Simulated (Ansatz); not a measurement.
# C₅F₃O₅PW: geometry and vibrations

What shape does C₅F₃O₅PW take? The plan is to relax it, then compute its harmonic vibrations to see whether it is a minimum and to get the zero-point energy and entropy.

Method: RKS PBE0-D4/def2-TZVP; program: Ansatz 0.2.0, Gaussian basis.

Plan: relaxation at PBE0-D4/def2-TZVP; harmonic vibrations at the same level.

1 further run of the same task is left out (set aside as unsound or not needed).

### Step 1. The system as given

15 atoms, charge 0, spin multiplicity 1.

Atoms are counted from 1 here; the program's logs count them from 0.

Bond lengths: O1–C2 1.137 Å, C2–W3 2.008 Å, W3–C4 2.008 Å, W3–C6 1.985 Å, W3–C8 2.008 Å, W3–C10 2.008 Å, W3–P12 2.367 Å, C4–O5 1.137 Å, C6–O7 1.137 Å, C8–O9 1.137 Å, C10–O11 1.137 Å, P12–F13 1.585 Å, P12–F14 1.584 Å, P12–F15 1.584 Å. Angles: O1–C2–W3 178.5°, C2–W3–C4 178.9°, C2–W3–C6 89.3°, C2–W3–C8 90.0°, C2–W3–C10 90.0°, C2–W3–P12 91.3°, C4–W3–C6 89.7°, C4–W3–C8 90.0°, C4–W3–C10 90.0°, C4–W3–P12 89.8°, C6–W3–C8 89.6°, C6–W3–C10 89.4°, C6–W3–P12 179.3°, C8–W3–C10 179.0°, C8–W3–P12 89.9°, C10–W3–P12 91.1°, W3–C4–O5 178.4°, W3–C6–O7 179.9° and more.

As a file:

```xyz
15
C5F3O5PW
O     2.79192   -1.07989    1.11964
C     1.86566   -0.58079    0.68916
W     0.25824    0.34478   -0.08024
C    -1.32786    1.30149   -0.85532
O    -2.20849    1.86912   -1.29705
C     1.37829    1.94708   -0.42538
O     2.01760    2.86644   -0.62345
C    -0.19351    1.06918    1.73729
O    -0.43015    1.50378    2.76097
C     0.73166   -0.35070   -1.90356
O     1.01588   -0.72206   -2.93971
P    -1.10064   -1.54754    0.33946
F    -0.65596   -2.73600    1.28841
F    -1.61494   -2.50003   -0.81756
F    -2.52768   -1.38483    1.00734
```

The start is a GFN2-xTB geometry. W takes the def2 core potential; no spin-orbit term is included.

### Step 2. Optimising with PBE0-D4/def2-TZVP

in.yaml reads:

```yaml
crystal:
  periodic: [false, false, false]
  atoms:
    - {symbol: O, position_ang: [2.791920, -1.079890, 1.119640]}
    - {symbol: C, position_ang: [1.865660, -0.580790, 0.689160]}
    - {symbol: W, position_ang: [0.258240, 0.344780, -0.080240]}
    - {symbol: C, position_ang: [-1.327860, 1.301490, -0.855320]}
    - {symbol: O, position_ang: [-2.208490, 1.869120, -1.297050]}
    - {symbol: C, position_ang: [1.378290, 1.947080, -0.425380]}
    - {symbol: O, position_ang: [2.017600, 2.866440, -0.623450]}
    - {symbol: C, position_ang: [-0.193510, 1.069180, 1.737290]}
    - {symbol: O, position_ang: [-0.430150, 1.503780, 2.760970]}
    - {symbol: C, position_ang: [0.731660, -0.350700, -1.903560]}
    - {symbol: O, position_ang: [1.015880, -0.722060, -2.939710]}
    - {symbol: P, position_ang: [-1.100640, -1.547540, 0.339460]}
    - {symbol: F, position_ang: [-0.655960, -2.736000, 1.288410]}
    - {symbol: F, position_ang: [-1.614940, -2.500030, -0.817560]}
    - {symbol: F, position_ang: [-2.527680, -1.384830, 1.007340]}
basis:
  gaussian: {orbitals: def2-TZVP}
hamiltonian: {xc: pbe0, dispersion: d4}
relax: {f_tol: 0.005, max_steps: 150}
```

Run with:

```console
$ ansatz run in.yaml --threads 4 --pin off --events-out ev --progress --plain --max-ram 46080MiB --backend cuda --devices 0, --max-vram 37GiB
```

After this run come: Vibrations by finite differences.

Q: Predict the results of all the runs planned. Wanted: point group; shift from the start; total energy; dispersion term; dipole moment; lowest, highest wavenumber.

As calculated:

| quantity | value |
| --- | --- |
| point group | Cs |
| steps | 8 |
| shift from the start (rms) | 0.062 Å |
| total energy | -34674.7636 eV |
| dispersion term | -605 meV |
| dipole moment | 0.08 D |
| lowest, highest wavenumber | -4, 2201 cm⁻¹ |

The atoms moved 0.06 Å (rms) from the start; the bond that changed most is W3–C6, from 1.985 to 2.047 Å. One or more small negative wavenumbers (down to -4 cm⁻¹) point to a very flat motion, so a minimum isn't proven. The stiffest mode, 2201 cm⁻¹, is a C–O stretch. Harmonic hybrid wavenumbers usually lie a few per cent above measured fundamentals. The largest Mulliken charge, +0.85 e, sits on P12.
